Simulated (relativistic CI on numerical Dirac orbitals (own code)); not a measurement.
# Ti: one ion under different settings

Aim: see what numerical and physical settings do to the SCF, the total energy and the lowest levels of Ti.

The numbers are computed with relativistic CI on numerical Dirac orbitals (own code) version 3 (Dirac-Coulomb-Breit CI, KLI orbitals optimised for each configuration, model QED (radiative potential, 1s self-energy scaled to tabulated hydrogen-like ionisation energies), numerical settings as typed), except any that are marked as measured or tabulated.

## Step 1: The atom as given

| Quantity | Value |
| --- | --- |
| ion | Ti (Ti I) |
| nuclear charge | 22 |
| electrons | 22 |
| isotope | A = 48 |

## Step 2: Usual settings

The run's settings:

```ini
atom Ti  Z=22  charge=0  electrons=22
nucleus A=48  rms_radius_fm=3.5921
hamiltonian dirac-coulomb  breit=on  qed=on  c_scale=1
orbitals kli  potential=per-configuration
slater_scale 1
correlation none
mixing on
grid step=0.0125 r_max=149
scf mixing=0.4 start=green max_iterations=150 tolerance=2e-08 node_fill=0.05
configurations
  [Ar] 3d2 4s2
  [Ar] 3d2 4s 4p
  [Ar] 3d3 4s
  [Ar] 3d4
  [Ar] 3d2 4p2
end
```

Run with:

```console
> python run_levels.py task.json out
```

The settings of every run stand in task.json; they run in order.

## Step 3: Potential mixing 0.9

The settings differ from step 2 so:

```diff
@@ -8,3 +8,3 @@
 grid step=0.0125 r_max=149
-scf mixing=0.4 start=green max_iterations=150 tolerance=2e-08 node_fill=0.05
+scf mixing=0.9 start=green max_iterations=150 tolerance=2e-08 node_fill=0.05
 configurations
```

## Step 4: Slater scale 0.6

The settings differ from step 3 so:

```diff
@@ -4,3 +4,3 @@
 orbitals kli  potential=per-configuration
-slater_scale 1
+slater_scale 0.6
 correlation none
@@ -8,3 +8,3 @@
 grid step=0.0125 r_max=149
-scf mixing=0.9 start=green max_iterations=150 tolerance=2e-08 node_fill=0.05
+scf mixing=0.4 start=green max_iterations=150 tolerance=2e-08 node_fill=0.05
 configurations
```

## Step 5: Potential mixing 0.7, tolerance 1e-10

The run's settings:

```ini
atom Ti  Z=22  charge=0  electrons=22
nucleus A=48  rms_radius_fm=3.5921
hamiltonian dirac-coulomb  breit=on  qed=on  c_scale=1
orbitals kli  potential=per-configuration
slater_scale 1
correlation none
mixing on
grid step=0.0125 r_max=149
scf mixing=0.7 start=green max_iterations=150 tolerance=1e-10 node_fill=0.05
configurations
  [Ar] 3d2 4s2
  [Ar] 3d2 4s 4p
  [Ar] 3d3 4s
  [Ar] 3d4
  [Ar] 3d2 4p2
end
```

## Step 6: Slater scale 0.5, speed-of-light factor 10

The run's settings:

```ini
atom Ti  Z=22  charge=0  electrons=22
nucleus A=48  rms_radius_fm=3.5921
hamiltonian dirac-coulomb  breit=on  qed=on  c_scale=10
orbitals kli  potential=per-configuration
slater_scale 0.5
correlation none
mixing on
grid step=0.0125 r_max=149
scf mixing=0.4 start=green max_iterations=150 tolerance=2e-08 node_fill=0.05
configurations
  [Ar] 3d2 4s2
  [Ar] 3d2 4s 4p
  [Ar] 3d3 4s
  [Ar] 3d4
  [Ar] 3d2 4p2
end
```

## Step 7: Slater scale -1

The run's settings:

```ini
atom Ti  Z=22  charge=0  electrons=22
nucleus A=48  rms_radius_fm=3.5921
hamiltonian dirac-coulomb  breit=on  qed=on  c_scale=1
orbitals kli  potential=per-configuration
slater_scale -1
correlation none
mixing on
grid step=0.0125 r_max=149
scf mixing=0.4 start=green max_iterations=66 tolerance=2e-08 node_fill=0.05
configurations
  [Ar] 3d2 4s2
  [Ar] 3d2 4s 4p
  [Ar] 3d3 4s
  [Ar] 3d4
  [Ar] 3d2 4p2
end
```

(Steps that only read results are left out.)

What does the calculation give? Wanted: lowest level, usual settings; total energy; first excitation.

The runs gave:

| setting | total energy less usual (Ha) | largest shift of a level among the lowest eight of both runs, same label and place (cm⁻¹) | SCF iterations | time | lowest level | kind of change |
| --- | --- | --- | --- | --- | --- | --- |
| usual | 0 | 0 | 63 | 0.47 s | 3d2 4s2 3F2 | - |
| potential mixing 0.9 | 0 | 0 | 66 | 0.48 s | 3d2 4s2 3F2 | numerical |
| Slater scale 0.6 | 0.0274 | 3900 | 63 | 0.47 s | 3d2 4s2 3F2 | model term |
| potential mixing 0.7, tolerance 1e-10 | 0 | 0 | 66 | 0.47 s | 3d2 4s2 3F2 | numerical |
| Slater scale 0.5, speed-of-light factor 10 | 4.15 | 5110 | 61 | 0.47 s | 3d2 4s2 3F2 | unphysical constant |
| Slater scale -1 | -0.128 | 10700 | 63 | 0.47 s | 3d2 4s2 1S0 | unsound |

| quantity | value |
| --- | --- |
| lowest level, usual settings | 3d2 4s2 3F2 |
| total energy | -852.4235 Ha |
| first excitation | 160.3 cm⁻¹ |

What this shows: The lowest level changes under «Slater scale -1». Among the runs whose levels can be followed, they move most under «Slater scale -1» (unsound), by up to 10700 cm⁻¹. No visible change in the result comes from «potential mixing 0.9» or «potential mixing 0.7, tolerance 1e-10». Only the listed configurations are in the model. Near neutrality, missing correlation can shift configurations against each other by thousands of cm⁻¹.
